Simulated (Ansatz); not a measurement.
**CuSb2 (CdI2 type): other levels of theory at one geometry**

The task here is to estimate one member of a computed series from the others.

Program: Ansatz 0.2.0. Level of theory: DFT at several levels, plane waves, PAW. These are calculated values, not measurements.

1 further run of the same task is left out (set aside as unsound or not needed). Runs told in other sessions of the task aren't counted.

## The system as given

Symmetry: P-3m1, No. 164, trigonal system. The conventional cell has a = 4.032 Å, b = 4.032 Å, c = 4.961 Å, α = 90.00°, β = 90.00°, γ = 120.00°. Cu (site symmetry -3m) has 6 Sb at 2.66 Å in its first shell of neighbours. Sb (site symmetry 3m) is surrounded by 3 Cu at 2.66 Å.

Structure file:

```cif
data_structure
_symmetry_space_group_name_H-M 'P-3m1'
_symmetry_Int_Tables_number 164
_cell_length_a 4.0320
_cell_length_b 4.0320
_cell_length_c 4.9606
_cell_angle_alpha 90.000
_cell_angle_beta 90.000
_cell_angle_gamma 120.000
_cell_volume 69.84
loop_
_atom_site_label
_atom_site_type_symbol
_atom_site_symmetry_multiplicity
_atom_site_Wyckoff_symbol
_atom_site_fract_x
_atom_site_fract_y
_atom_site_fract_z
_atom_site_occupancy
Cu1 Cu 1 a 0.00000 0.00000 0.00000 1
Sb1 Sb 2 d 0.33333 0.66667 0.25886 1
```

This cell comes from an earlier session at PBE: 23.280 Å³/atom at -0.01 GPa, on a 10×10×8 mesh, metallic.

Levels to run: PBE+SOC; r²SCAN; PBEsol; LDA. Hardware: 2 threads of Arm Neoverse V2, shared host.

Set-up of the first run:

File input.yaml:

```yaml
crystal:
  lattice:
    - [4.0319689635, 0.0, 0.0]
    - [-2.0159844818, 3.4917875497, 0.0]
    - [0.0, 0.0, 4.9605841529]
  atoms:
    - { symbol: Cu, position: [0.0, 0.0, 0.0] }
    - { symbol: Sb, position: [0.3333333333, 0.6666666667, 0.2588614725] }
    - { symbol: Sb, position: [0.6666666667, 0.3333333333, 0.7411385275] }
basis:
  ecutwfc: 420
  ecutrho_ratio: 4
kpoints:
  mp_grid: { grid: [10, 10, 8] }
hamiltonian:
  xc: pbe
scf:
  occupations: { method: gaussian, width: 0.05 }
output:
  forces: true
  stress: true
  eigenvalues: true
  populations: true
  dos: { projected: true, de: 0.02 }
  write_density: true
  write_potential: true
  elf: true
  volumetric_format: npy
magnetization:
  noncollinear: true
  spin_orbit: true
```

The run is started by

```console
$ ansatz run input.yaml --threads 2 --pin off --max-ram 2662MiB --backend cpu --events-out ev --progress --plain --runs-dir out
```

Among the steps run: PBE+SOC; r²SCAN; PBEsol; LDA.

One table of the session follows, with a row left open; its other results are not shown here.

```
  level  pressure (GPa)
    PBE             0.0
    LDA            -5.6
 PBEsol               ?
PBE+SOC             0.1
 r²SCAN            -1.8
```

Estimate the missing values for PBEsol.

As computed: pressure (GPa): -3.7. In the column «pressure (GPa)» it lies between LDA (-5.6) and r²SCAN (-1.8).

The pressure runs from -5.6 GPa (LDA) to 0.1 GPa (PBE+SOC); a negative pressure means that level wants a smaller cell, a positive one a larger cell. Total energies of different levels have different zeros and can't be compared.
